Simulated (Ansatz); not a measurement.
**C₃H₄AlN: a ladder of functionals and wavefunction methods**

An exercise on one series of results from a longer session: the logs are not shown, and one member is left open.

The runs use Ansatz 0.2.0, Gaussian basis; functionals in def2-TZVPP, the program's frozen cores in correlated methods.

Plan: LDA (SPW92), PBE-D4, revPBE-D4, BLYP-D4, r2SCAN-D4, B97M-V, PBE0-D4, B3LYP-D4, r2SCANh-D4, r2SCAN0-D4, HSE06-D4, BHLYP-D4, CAM-B3LYP-D4, LC-ωPBE, ωB97X-V, ωB97M-V, B2PLYP, PBE-QIDH; CCSD(T)/def2-SVP; CCSD(T)/def2-TZVPP; MP2/def2-QZVPP; extrapolation to the limit; RPA on PBE.

### The relaxed structure

All runs share one geometry, relaxed beforehand with PBE0-D4 in a triple-zeta def2 set.

9 atoms, charge 0, spin multiplicity 1.

Atoms are counted from 1 here; the program's logs count them from 0.

Bond lengths: C1–C2 1.310 Å, C1–H6 1.090 Å, C1–H7 1.090 Å, C2–C3 1.278 Å, C3–N4 1.208 Å, N4–Al5 1.763 Å, Al5–H8 1.577 Å, Al5–H9 1.577 Å. Angles: C2–C1–H6 122.0°, C2–C1–H7 122.0°, H6–C1–H7 115.9°, C1–C2–C3 179.0°, C2–C3–N4 179.7°, C3–N4–Al5 179.7°, N4–Al5–H8 116.9°, N4–Al5–H9 116.9°, H8–Al5–H9 126.3°.

Coordinates:

```xyz
9

C     0.9981    2.1130   -1.4260
C     0.5388    1.0933   -0.7444
C     0.0707    0.1070   -0.0804
N    -0.3660   -0.8274    0.5477
Al   -1.0114   -2.1865    1.4658
H     0.3467    2.9103   -1.7837
H     2.0552    2.2161   -1.6707
H    -1.4853   -3.4435    0.6406
H    -1.0585   -2.0287    3.0339
```

Set-up of the first run:

File in.yaml:

```yaml
crystal:
  periodic: [false, false, false]
  atoms:
    - {symbol: C, position_ang: [0.998142, 2.112967, -1.426004]}
    - {symbol: C, position_ang: [0.538802, 1.093334, -0.744366]}
    - {symbol: C, position_ang: [0.070742, 0.106997, -0.080373]}
    - {symbol: N, position_ang: [-0.365958, -0.827355, 0.547742]}
    - {symbol: Al, position_ang: [-1.011382, -2.186514, 1.465849]}
    - {symbol: H, position_ang: [0.346670, 2.910295, -1.783666]}
    - {symbol: H, position_ang: [2.055175, 2.216062, -1.670698]}
    - {symbol: H, position_ang: [-1.485336, -3.443499, 0.640560]}
    - {symbol: H, position_ang: [-1.058455, -2.028683, 3.033856]}
basis:
  gaussian: {orbitals: def2-TZVPP}
hamiltonian: {xc: lda}
output: {orbitals: {seedname: orbitals}}
```

Started as:

```sh
$ ansatz run in.yaml --threads 2 --pin off --events-out ev --progress --plain --max-ram 4352MiB
```

Steps of the session up to this table: LDA; PBE-D4 (GGA); revPBE-D4 (GGA); BLYP-D4 (GGA); r2SCAN-D4 (meta-GGA); B97M-V (meta-GGA); PBE0-D4 (hybrid); B3LYP-D4 (hybrid); r2SCANh-D4 (hybrid); r2SCAN0-D4 (hybrid); HSE06-D4 (hybrid); BHLYP-D4 (hybrid); CAM-B3LYP-D4 (range-separated); LC-ωPBE (range-separated); ωB97X-V (range-separated); ωB97M-V (range-separated); B2PLYP (double hybrid); PBE-QIDH (double hybrid).

One table of the session follows, with a row left open; its other results are not shown here.

```
  functional  HOMO (eV)  LUMO (eV)  gap (eV)
 LDA (SPW92)          ?          ?         ?
      PBE-D4      -5.02      -3.15      1.87
   revPBE-D4      -4.95      -3.06      1.89
     BLYP-D4      -4.88      -2.98      1.90
   r2SCAN-D4      -5.15      -3.02      2.13
      B97M-V      -5.21      -2.90      2.31
     PBE0-D4      -6.03      -2.22      3.81
    B3LYP-D4      -5.85      -2.40      3.44
  r2SCANh-D4      -5.54      -2.68      2.86
  r2SCAN0-D4      -6.14      -2.16      3.98
    HSE06-D4      -5.65      -2.60      3.05
    BHLYP-D4      -6.97      -1.12      5.85
CAM-B3LYP-D4      -7.26      -1.08      6.18
     LC-ωPBE      -8.51       0.01      8.51
     ωB97X-V      -8.18      -0.03      8.15
     ωB97M-V      -8.09      -0.10      7.99
```

Q: Estimate the row for LDA (SPW92) from the others.

The run gave: HOMO (eV): -5.19; LUMO (eV): -3.39; gap (eV): 1.80. In the column «HOMO (eV)» it lies between B97M-V (-5.21) and r2SCAN-D4 (-5.15).
